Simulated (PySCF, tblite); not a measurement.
**C2H8B2FN: geometry, infrared bands and NMR shifts**

Aim: predict the infrared bands and NMR shifts of C2H8B2FN (`BN(BF)CC`).

The runs use tblite 0.8.0 and PySCF 2.14.0, with density-fitted response routines of our own; the level of theory stands in each step. All values are computed, except where a source is named. Atoms count from 0, in the outputs and in this text.

## (1) The molecule as given

14 atoms, charge 0, multiplicity 1; geometry from: force field or distance geometry start.

Bonds of the start (Å): B0–N1 1.47, N1–B2 1.46, B2–F3 1.47, N1–C4 1.40, C4–C5 1.51, B0–H6 1.20, B0–H7 1.21, B2–H8 1.19, C4–H9 1.12, C4–H10 1.12, C5–H11 1.10, C5–H12 1.12, C5–H13 1.11.

## (2) Geometry optimisation with GFN2-xTB

The job: settings as JSON, then the geometry in Å.

```
{"job": {"kind": "relax", "xc": "GFN2-xTB", "basis": "xTB"}, "charge": 0, "multiplicity": 1}
B     -0.973000    -0.786100     1.053200
N     -0.576500    -0.227900    -0.248900
B     -1.496200     0.655800    -0.953300
F     -1.606700     2.047500    -0.488800
C      0.751600    -0.357900    -0.662000
C      1.676600     0.323500     0.316000
H     -1.597600    -1.810100     1.063500
H     -1.263200    -0.009800     1.937600
H     -2.504400     0.192200    -1.378600
H      0.947600    -0.038600    -1.716200
H      1.036300    -1.440900    -0.652500
H      1.966500     1.311600    -0.084100
H      1.082700     0.465600     1.259400
H      2.555700    -0.325500     0.532500
```

On the command line:

```sh
$ OMP_NUM_THREADS=1 python probes_run.py task.json out
```

One launch serves the whole session: the jobs run in the order shown.

**Question.** This job is followed by: GFN2-xTB harmonic vibrations, gas phase; GIAO PBE0/pcSseg-1 NMR shielding, non-relativistic, gas phase. What will the session give for the following? strongest single infrared mode (GFN2-xTB); zero-point energy (GFN2-xTB); 13C shifts against TMS (PBE0/pcSseg-1); 1H shifts against TMS (PBE0/pcSseg-1, means over atoms taken as alike); 11B shifts against BF3·OEt2 (PBE0/pcSseg-1); 15N shifts against NH3 (PBE0/pcSseg-1); 19F shifts against CFCl3 (PBE0/pcSseg-1); surface potential, 1st and 99th percentile.

The runs gave:

```
                                                              quantity                       value
                             strongest single infrared mode (GFN2-xTB)       1386 cm⁻¹, 553 km/mol
                                          zero-point energy (GFN2-xTB)               68.2 kcal/mol
                                13C shifts against TMS (PBE0/pcSseg-1)              48.0, 23.9 ppm
1H shifts against TMS (PBE0/pcSseg-1, means over atoms taken as alike)  5.54, 4.76, 3.62, 1.21 ppm
                           11B shifts against BF3·OEt2 (PBE0/pcSseg-1)              51.6, 33.4 ppm
                                15N shifts against NH3 (PBE0/pcSseg-1)                   199.8 ppm
                              19F shifts against CFCl3 (PBE0/pcSseg-1)                   -78.0 ppm
                                 surface potential, 1st and 99th percentile          -0.80 V and 1.16 V
```

**Reading.** Over 86 steps the energy fell by 2.766 eV; of the close pairs, B2–F3 changed most, 1.471 to 1.328 Å. No mode is imaginary among the 36: a minimum at this level. The strongest single mode, at 1386 cm⁻¹, has its largest shares on N1, B2 and B0 (the list is cut at 3 atoms). Unscaled tight-binding wavenumbers are off by several per cent, some by more. Its intensities can rank the bands wrongly. The most deshielded carbon is C4 (sp3 CH2 bonded to N), at 48.0 ppm: deshielded by the electronegative neighbour. At PBE0/pcSseg-1: The largest span, 367 ppm, is at F3, where the paramagnetic term is -222 ppm. By nearest atom (PBE0/pcSseg-1), the HOMO sits on N1 47 %; B0 10 % and the LUMO on B0 39 %; B2 19 %.
